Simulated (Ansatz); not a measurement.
**C2H5FOSi2: one species, many methods**

Aim: compute C2H5FOSi2 with functionals from several rungs and with coupled cluster, and see how far each lands from CCSD(T) at the basis-set limit for the atomisation energy.

Computed with Ansatz 0.2.0, Gaussian basis. Level: functionals in def2-TZVPP, the program's frozen cores in correlated methods.

The runs, in order: PBE-D4, r2SCAN-D4, PBE0-D4, B3LYP-D4, ωB97X-V, ωB97M-V, B2PLYP; CCSD(T)/def2-TZVPP; MP2/def2-QZVPP; extrapolation to the limit.

## (1) The relaxed structure

An earlier PBE0-D4 in a triple-zeta def2 set relaxation fixed the geometry.

SMILES `FC1=C[SiH2]O[SiH2]1`, 11 atoms, charge 0, spin multiplicity 1.

Atoms are counted from 1 here; the program's logs count them from 0.

Bond lengths: F1–C2 1.342 Å, C2–C3 1.333 Å, C2–Si6 1.887 Å, C3–Si4 1.860 Å, C3–H7 1.087 Å, Si4–O5 1.659 Å, Si4–H8 1.484 Å, Si4–H9 1.484 Å, O5–Si6 1.648 Å, Si6–H10 1.483 Å, Si6–H11 1.483 Å. Angles: F1–C2–C3 122.6°, F1–C2–Si6 122.1°, C3–C2–Si6 115.3°, C2–C3–Si4 110.8°, C2–C3–H7 121.5°, Si4–C3–H7 127.8°, C3–Si4–O5 100.6°, C3–Si4–H8 113.1°, C3–Si4–H9 113.2°, O5–Si4–H8 110.5°, O5–Si4–H9 110.5°, H8–Si4–H9 108.8°, Si4–O5–Si6 115.6°, C2–Si6–O5 97.7°, C2–Si6–H10 112.7°, C2–Si6–H11 112.7°, O5–Si6–H10 111.9°, O5–Si6–H11 111.9° and more.

Coordinates:

```xyz
11
C2H5FOSi2
F     2.28386   -0.78111   -0.94862
C     1.11253   -0.39572   -0.41816
C     0.77477   -0.65864    0.84432
Si   -0.91183    0.02239    1.23098
O    -1.30809    0.70459   -0.22873
Si   -0.17384    0.55839   -1.41519
H     1.44121   -1.20277    1.50792
H    -0.89373    1.05368    2.29843
H    -1.89510   -1.02738    1.59771
H    -0.68491   -0.20992   -2.57590
H     0.32043    1.87957   -1.87227
```

## (2) PBE-D4 (GGA)

Contents of in.yaml:

```yaml
crystal:
  periodic: [false, false, false]
  atoms:
    - {symbol: F, position_ang: [2.283860, -0.781107, -0.948621]}
    - {symbol: C, position_ang: [1.112533, -0.395716, -0.418156]}
    - {symbol: C, position_ang: [0.774770, -0.658641, 0.844325]}
    - {symbol: Si, position_ang: [-0.911827, 0.022392, 1.230979]}
    - {symbol: O, position_ang: [-1.308092, 0.704594, -0.228725]}
    - {symbol: Si, position_ang: [-0.173837, 0.558395, -1.415193]}
    - {symbol: H, position_ang: [1.441207, -1.202766, 1.507921]}
    - {symbol: H, position_ang: [-0.893726, 1.053681, 2.298431]}
    - {symbol: H, position_ang: [-1.895103, -1.027380, 1.597715]}
    - {symbol: H, position_ang: [-0.684913, -0.209921, -2.575902]}
    - {symbol: H, position_ang: [0.320429, 1.879571, -1.872275]}
basis:
  gaussian: {orbitals: def2-TZVPP}
hamiltonian: {xc: pbe, dispersion: d4}
output: {forces: true, orbitals: {seedname: orbitals}}
```

The run is started by

```console
$ ansatz run in.yaml --threads 4 --pin off --events-out ev --progress --plain --max-ram 10444MiB
```

After this run come: r2SCAN-D4 (meta-GGA); PBE0-D4 (hybrid); B3LYP-D4 (hybrid); ωB97X-V (range-separated); ωB97M-V (range-separated); B2PLYP (double hybrid); CCSD(T) in def2-TZVPP; MP2 in def2-QZVPP.

Q: Predict the results of all the runs planned. Wanted: atomisation energy, CCSD(T)/CBS; farthest; mean size of error, hybrid; mean size of error, range-separated; gap, smallest and largest; T1 diagnostic; triples share of the correlation energy.

The runs gave:

| quantity | value |
| --- | --- |
| atomisation energy, CCSD(T)/CBS | 4344.6 kJ/mol |
| functionals within 21.7 kJ/mol (0.5 %) | r2SCAN-D4, PBE0-D4, ωB97X-V, ωB97M-V |
| farthest | PBE-D4 (+63.8 kJ/mol) |
| mean size of error, hybrid | 19.5 kJ/mol |
| mean size of error, range-separated | 13.7 kJ/mol |
| gap, smallest and largest | 5.07 eV (PBE-D4), 11.76 eV (ωB97X-V) |
| T1 diagnostic | 0.0129 |
| triples share of the correlation energy | 3.9 % |

**Reading.** PBE-D4 is off by +63.8 kJ/mol. Double hybrids carry the basis error of their MP2 part in triple zeta, and no dispersion term here, so their miss is partly the set-up's. The reference freezes the cores and leaves out relativity and excitations past (T), so misses under about 21.7 kJ/mol can't be ranked. Hartree-Fock recovers 73 % of the binding; the rest is correlation. The gap grows from 5.1 to 11.8 eV across the functionals, mostly with the share of exact exchange.
